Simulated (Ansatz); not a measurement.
# AlBH₂OS: small, medium and large basis sets

Aim: see how fast density functionals converge with the basis set for AlBH₂OS.

Computed with Ansatz 0.2.0, Gaussian basis. Level: one geometry, several basis sets.

Plan: PBE0-D4/def2-SVP; ωB97M-V/def2-SVP; PBE0-D4/def2-QZVPP; ωB97M-V/def2-QZVPP; the functionals' def2-TZVPP values are taken from earlier runs.

## (1) The relaxed structure

All runs share one geometry, relaxed beforehand with PBE0-D4 in a triple-zeta def2 set.

SMILES `S[B]1[O][AlH]1`, 6 atoms, charge 0, spin multiplicity 1.

Atoms are counted from 1 here; the program's logs count them from 0.

Bond lengths: S1–B2 1.793 Å, S1–H5 1.341 Å, B2–O3 1.344 Å, B2–Al4 1.979 Å, O3–Al4 1.792 Å, Al4–H6 1.579 Å. Angles: B2–S1–H5 94.9°, S1–B2–O3 130.4°, S1–B2–Al4 167.8°, O3–B2–Al4 61.8°, B2–O3–Al4 76.8°, B2–Al4–O3 41.4°, B2–Al4–H6 164.9°, O3–Al4–H6 123.5°.

## (2) PBE0-D4 in def2-SVP

File in.yaml:

```yaml
crystal:
  periodic: [false, false, false]
  atoms:
    - {symbol: S, position_ang: [-0.747688, -0.098001, -2.110895]}
    - {symbol: B, position_ang: [-0.034787, -0.112630, -0.465908]}
    - {symbol: O, position_ang: [1.067887, -0.724212, 0.000189]}
    - {symbol: Al, position_ang: [0.425395, 0.119234, 1.445029]}
    - {symbol: H, position_ang: [-1.779817, 0.692146, -1.780443]}
    - {symbol: H, position_ang: [1.111112, 0.059563, 2.865827]}
basis:
  gaussian: {orbitals: def2-SVP}
hamiltonian: {xc: pbe0, dispersion: d4}
output: {orbitals: {seedname: orbitals}}
```

Started as:

```
$ ansatz run in.yaml --threads 2 --pin off --events-out ev --progress --plain --max-ram 4352MiB
```

After this run come: ωB97M-V in def2-SVP; PBE0-D4 in def2-QZVPP; ωB97M-V in def2-QZVPP.

Before running them: what should the planned runs give, taken together? Wanted: PBE0-D4: double and triple zeta above quadruple; ωB97M-V: double and triple zeta above quadruple.

As calculated:

| quantity | value |
| --- | --- |
| PBE0-D4: double and triple zeta above quadruple | 9.97, 0.69 eV |
| ωB97M-V: double and triple zeta above quadruple | 9.95, 0.66 eV |

In words: For PBE0-D4 the step from double to triple zeta gains 9.27 eV and the next only 0.69 eV. These are total energies; as a rule much of such shifts cancels in differences, which this series doesn't test.
